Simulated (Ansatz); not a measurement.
# Te2As3: the cost of one run

Computed with Ansatz 0.2.0 (DFT PBE, scalar-relativistic, plane waves, PAW, unless a step's input says otherwise).

## (1) The system as given

It takes space group P-4m2 (No. 115, tetragonal). The conventional cell has a = 3.987 Å, b = 3.987 Å, c = 8.151 Å, α = 90.00°, β = 90.00°, γ = 90.00°. Te (site symmetry 2mm) has 7 As at 2.92 to 3.04 Å in its first shell of neighbours. As (site symmetry 2mm) has 5 Te at 2.94 to 3.04 Å in its first shell of neighbours. As (site symmetry -4m2) has 4 Te at 2.92 Å in its first shell of neighbours.

Structure file:

```
Te As
1.0
     3.98748    0.00000    0.00000
     0.00000    3.98748    0.00000
     0.00000    0.00000    8.15066
Te As
2 3
Direct
  0.50000 0.00000 0.26216
  0.00000 0.50000 0.73784
  0.00000 0.50000 0.36525
  0.50000 0.00000 0.63475
  0.50000 0.50000 0.00000
```

A structure generator made this guess: species swapped into a database cell of Er2Se3 (P-4m2, No. 115), with Te on the Er sites and As on the Se sites. Lengths come from tabulated atomic sizes and are only a guess.

## (2) Probe: one point on a coarse mesh

File input.yaml:

```yaml
crystal:
  lattice:
    - [3.98748446, 0.0, 0.0]
    - [0.0, 3.98748446, 0.0]
    - [0.0, 0.0, 8.15065507]
  atoms:
    - { symbol: Te, position: [0.5, 0.0, 0.26215757] }
    - { symbol: Te, position: [0.0, 0.5, 0.73784243] }
    - { symbol: As, position: [0.0, 0.5, 0.36525381] }
    - { symbol: As, position: [0.5, 0.0, 0.63474619] }
    - { symbol: As, position: [0.5, 0.5, 0.0] }
basis:
  ecutwfc: 420
kpoints:
  mp_grid: { grid: [4, 4, 2] }
hamiltonian:
  xc: pbe
scf:
  occupations: { method: gaussian, width: 0.1 }
  lower_state_search: "off"
output:
  forces: true
  stress: true
  eigenvalues: true
```

Launch:

```
$ ansatz run input.yaml --threads 1 --pin off --max-ram 2560MiB --backend cpu --events-out ev --progress --plain --runs-dir out
```

Q: Estimate wall time and peak memory on 1 thread of Intel Xeon at 2.50GHz (Skylake/Cascade Lake), shared host.

About 9.7 s, with a peak of 0.38 GiB.
